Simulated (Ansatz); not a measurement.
# C2H7GaS: up Jacob's ladder to CCSD(T)

The task here is to estimate one member of a computed series from the others.

Computed with Ansatz 0.2.0, Gaussian basis. Level: functionals in def2-TZVPP, the program's frozen cores in correlated methods.

The runs, in order: PBE-D4, r2SCAN-D4, PBE0-D4, B3LYP-D4, ωB97X-V, ωB97M-V, B2PLYP; CCSD(T)/def2-TZVPP; MP2/def2-QZVPP; extrapolation to the limit.

## Structure used throughout

An earlier PBE0-D4 in a triple-zeta def2 set relaxation fixed the geometry.

SMILES `[CH3][GaH][CH2]S`, 11 atoms, charge 0, spin multiplicity 1.

Atoms are counted from 1 here; the program's logs count them from 0.

Bond lengths: C1–Ga2 1.965 Å, C1–H5 1.094 Å, C1–H6 1.091 Å, C1–H7 1.091 Å, Ga2–C3 1.977 Å, Ga2–H8 1.572 Å, C3–S4 1.839 Å, C3–H9 1.087 Å, C3–H10 1.090 Å, S4–H11 1.344 Å. Angles: Ga2–C1–H5 109.8°, Ga2–C1–H6 111.3°, Ga2–C1–H7 111.3°, H5–C1–H6 108.0°, H5–C1–H7 107.6°, H6–C1–H7 108.8°, C1–Ga2–C3 119.1°, C1–Ga2–H8 125.0°, C3–Ga2–H8 115.7°, Ga2–C3–S4 88.7°, Ga2–C3–H9 123.9°, Ga2–C3–H10 114.8°, S4–C3–H9 110.7°, S4–C3–H10 105.2°, H9–C3–H10 109.9°, C3–S4–H11 97.3°.

Coordinates:

```xyz
11
charge 0, multiplicity 1
C    -1.1499    1.4943   -0.3969
Ga    0.4373    0.3400   -0.4940
C     0.8696   -0.8298    1.0407
S    -0.0920   -2.1734    0.2333
H    -0.8432    2.5319   -0.2365
H    -1.8007    1.2033    0.4293
H    -1.7229    1.4597   -1.3249
H     1.3554    0.1738   -1.7591
H     1.8737   -1.1683    1.2811
H     0.3258   -0.6012    1.9568
H     0.8124   -2.4873   -0.7095
```

Set-up of the first run:

in.yaml reads:

```yaml
crystal:
  periodic: [false, false, false]
  atoms:
    - {symbol: C, position_ang: [-1.149922, 1.494340, -0.396887]}
    - {symbol: Ga, position_ang: [0.437267, 0.339985, -0.493974]}
    - {symbol: C, position_ang: [0.869580, -0.829784, 1.040707]}
    - {symbol: S, position_ang: [-0.092039, -2.173390, 0.233315]}
    - {symbol: H, position_ang: [-0.843215, 2.531896, -0.236476]}
    - {symbol: H, position_ang: [-1.800726, 1.203311, 0.429340]}
    - {symbol: H, position_ang: [-1.722934, 1.459712, -1.324880]}
    - {symbol: H, position_ang: [1.355446, 0.173801, -1.759081]}
    - {symbol: H, position_ang: [1.873738, -1.168350, 1.281076]}
    - {symbol: H, position_ang: [0.325833, -0.601245, 1.956838]}
    - {symbol: H, position_ang: [0.812370, -2.487278, -0.709476]}
basis:
  gaussian: {orbitals: def2-TZVPP}
hamiltonian: {xc: pbe, dispersion: d4}
output: {forces: true, orbitals: {seedname: orbitals}}
```

Command:

```console
$ ansatz run in.yaml --threads 4 --pin off --events-out ev --progress --plain --max-ram 10444MiB
```

Steps of the session up to this table: PBE-D4 (GGA); r2SCAN-D4 (meta-GGA); PBE0-D4 (hybrid); B3LYP-D4 (hybrid); ωB97X-V (range-separated); ωB97M-V (range-separated); B2PLYP (double hybrid); CCSD(T) in def2-TZVPP; MP2 in def2-QZVPP.

One table of the session follows, with a row left open; its other results are not shown here.

```
            method  atomisation energy (eV)
            PBE-D4                   37.821
         r2SCAN-D4                   37.583
           PBE0-D4                   37.452
          B3LYP-D4                   37.208
           ωB97X-V                   37.529
           ωB97M-V                   37.474
            B2PLYP                        ?
     HF/def2-TZVPP                   27.472
    MP2/def2-TZVPP                   36.953
   CCSD/def2-TZVPP                   36.209
CCSD(T)/def2-TZVPP                   36.720
           MP2/CBS                   37.757
       CCSD(T)/CBS                   37.524
```

**Question.** Estimate the row for B2PLYP.

**Answer.** atomisation energy (eV): 36.877. In the column «atomisation energy (eV)» it lies between CCSD(T)/def2-TZVPP (36.720) and MP2/def2-TZVPP (36.953).
